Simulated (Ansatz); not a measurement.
# GaGeH5: up Jacob's ladder to CCSD(T)

An exercise on one series of results from a longer session: the logs are not shown, and one member is left open.

Method: functionals in def2-TZVPP, the program's frozen cores in correlated methods; program: Ansatz 0.2.0, Gaussian basis.

Levels to be run: LDA (SPW92), PBE-D4, revPBE-D4, BLYP-D4, r2SCAN-D4, B97M-V, PBE0-D4, B3LYP-D4, r2SCANh-D4, r2SCAN0-D4, HSE06-D4, BHLYP-D4, CAM-B3LYP-D4, LC-ωPBE, ωB97X-V, ωB97M-V, B2PLYP, PBE-QIDH; CCSD(T)/def2-SVP; CCSD(T)/def2-TZVPP; CCSD(T)/def2-QZVPP; extrapolation to the limit; RPA on PBE.

### Structure used throughout

The geometry comes from an earlier relaxation with PBE0-D4 in a triple-zeta def2 set; it is a stationary point, not always the lowest conformer.

SMILES `[GaH2][GeH3]`, 7 atoms, charge 0, spin multiplicity 1.

Atoms are counted from 1 here; the program's logs count them from 0.

Bond lengths: Ga1–Ge2 2.444 Å, Ga1–H3 1.572 Å, Ga1–H4 1.572 Å, Ge2–H5 1.540 Å, Ge2–H6 1.543 Å, Ge2–H7 1.540 Å. Angles: Ge2–Ga1–H3 120.3°, Ge2–Ga1–H4 120.7°, H3–Ga1–H4 119.0°, Ga1–Ge2–H5 113.0°, Ga1–Ge2–H6 109.4°, Ga1–Ge2–H7 112.6°, H5–Ge2–H6 106.9°, H5–Ge2–H7 107.8°, H6–Ge2–H7 106.8°.

The first run:

Contents of in.yaml:

```yaml
crystal:
  periodic: [false, false, false]
  atoms:
    - {symbol: Ga, position_ang: [-0.366515, -1.359595, 0.111387]}
    - {symbol: Ge, position_ang: [0.277784, 0.987918, -0.107445]}
    - {symbol: H, position_ang: [0.529864, -2.354295, 0.934951]}
    - {symbol: H, position_ang: [-1.693016, -1.891687, -0.542814]}
    - {symbol: H, position_ang: [-0.307474, 1.657283, -1.364605]}
    - {symbol: H, position_ang: [-0.246114, 1.779791, 1.109113]}
    - {symbol: H, position_ang: [1.805481, 1.180585, -0.140588]}
basis:
  gaussian: {orbitals: def2-TZVPP}
hamiltonian: {xc: lda}
output: {orbitals: {seedname: orbitals}}
```

Run with:

```
$ ansatz run in.yaml --threads 2 --pin off --events-out ev --progress --plain --max-ram 32768MiB --backend cpu
```

Steps of the session up to this table: LDA; PBE-D4 (GGA); revPBE-D4 (GGA); BLYP-D4 (GGA); r2SCAN-D4 (meta-GGA); B97M-V (meta-GGA); B3LYP-D4 (hybrid); r2SCANh-D4 (hybrid); r2SCAN0-D4 (hybrid); HSE06-D4 (hybrid); BHLYP-D4 (hybrid); CAM-B3LYP-D4 (range-separated); LC-ωPBE (range-separated); ωB97X-V (range-separated); ωB97M-V (range-separated); B2PLYP (double hybrid); PBE-QIDH (double hybrid).

One of the session's tables, all rows but one given; the rest of the session is left out.

It belongs to the step «Orbital energies across the functionals». 

| functional | HOMO (eV) | LUMO (eV) | gap (eV) |
| --- | --- | --- | --- |
| LDA (SPW92) | -6.66 | -3.14 | 3.51 |
| PBE-D4 | -6.55 | -2.90 | 3.65 |
| revPBE-D4 | ? | ? | ? |
| BLYP-D4 | -6.41 | -2.85 | 3.56 |
| r2SCAN-D4 | -6.82 | -2.67 | 4.15 |
| B97M-V | -6.90 | -2.90 | 4.00 |
| PBE0-D4 | -7.60 | -2.11 | 5.49 |
| B3LYP-D4 | -7.41 | -2.38 | 5.02 |
| r2SCANh-D4 | -7.20 | -2.40 | 4.81 |
| r2SCAN0-D4 | -7.78 | -1.99 | 5.79 |
| HSE06-D4 | -7.21 | -2.48 | 4.73 |
| BHLYP-D4 | -8.54 | -1.37 | 7.17 |
| CAM-B3LYP-D4 | -8.83 | -1.20 | 7.63 |
| LC-ωPBE | -10.13 | -0.02 | 10.11 |
| ωB97X-V | -9.80 | -0.18 | 9.62 |
| ωB97M-V | -9.62 | -0.40 | 9.22 |

Q: Estimate the row for revPBE-D4 from the others.

**Answer.** HOMO (eV): -6.51; LUMO (eV): -2.79; gap (eV): 3.72. In the column «HOMO (eV)» it lies between PBE-D4 (-6.55) and BLYP-D4 (-6.41).
